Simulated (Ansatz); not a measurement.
Run this with the Ansatz DFT code, driven from Python and show what comes out.

`zr_edit.py`
```python
"""Editing single keys of the input for Zr."""

import warnings

import ansatz as az


def main() -> None:
    warnings.simplefilter("ignore", az.DeckWarning)

    lattice = az.Lattice.of(
        (3.232, 0.0, 0.0),
        (-1.616, 2.7989941, 0.0),
        (0.0, 0.0, 5.147),
    )
    sites = [
        ("Zr", (1 / 3, 2 / 3, 0.25)),
        ("Zr", (2 / 3, 1 / 3, 0.75)),
    ]
    structure = az.Crystal(lattice=lattice)
    for symbol, position in sites:
        structure = structure.atom(symbol, position)

    job = (
        structure.calculation()
        .functional(az.Functional.PBE)
        .occupations("Marzari-Vanderbilt")
        .kpoints(10, 10, 6)
        .band_table()
    )
    typed = job.input()
    rows = []
    for value in [2, 6, 12]:
        edited = typed.set(az.key.scf.n_extra_bands, value)
        summary = az.Session.from_dict(edited).plan().execute().report
        rows.append((value, summary["free_energy_ev"], summary["n_iterations"], len(summary["eigenvalues_ev"][0]) if "eigenvalues_ev" in summary else 0))
    lines = [",".join(["extra bands", "F eV", "iterations", "bands listed"])] + [",".join(f"{v:.4f}" if isinstance(v, float) else str(v) for v in row) for row in rows]
    print("\n".join(lines))
    with open("edit.csv", "w") as handle:
        handle.write("\n".join(lines) + "\n")


if __name__ == "__main__":
    main()
```

`python zr_edit.py` gives:
```text
extra bands,F eV,iterations,bands listed
2,-8367.6730,5,14
6,-8367.6730,5,18
12,-8367.6730,5,24
```

Reading the output:
- Total energies depend on the potentials; only differences at equal settings carry meaning. A total without «per atom» is that of the whole cell that was run.
- The mesh is modest for a metal, so energies can be off by several to tens of meV an atom and pressures by half a GPa or more; differences at equal mesh fare better.
- Hardware and time: 6.7 s on 1 thread of Arm Neoverse V1, with other jobs on the host, peak memory 0.39 GiB.
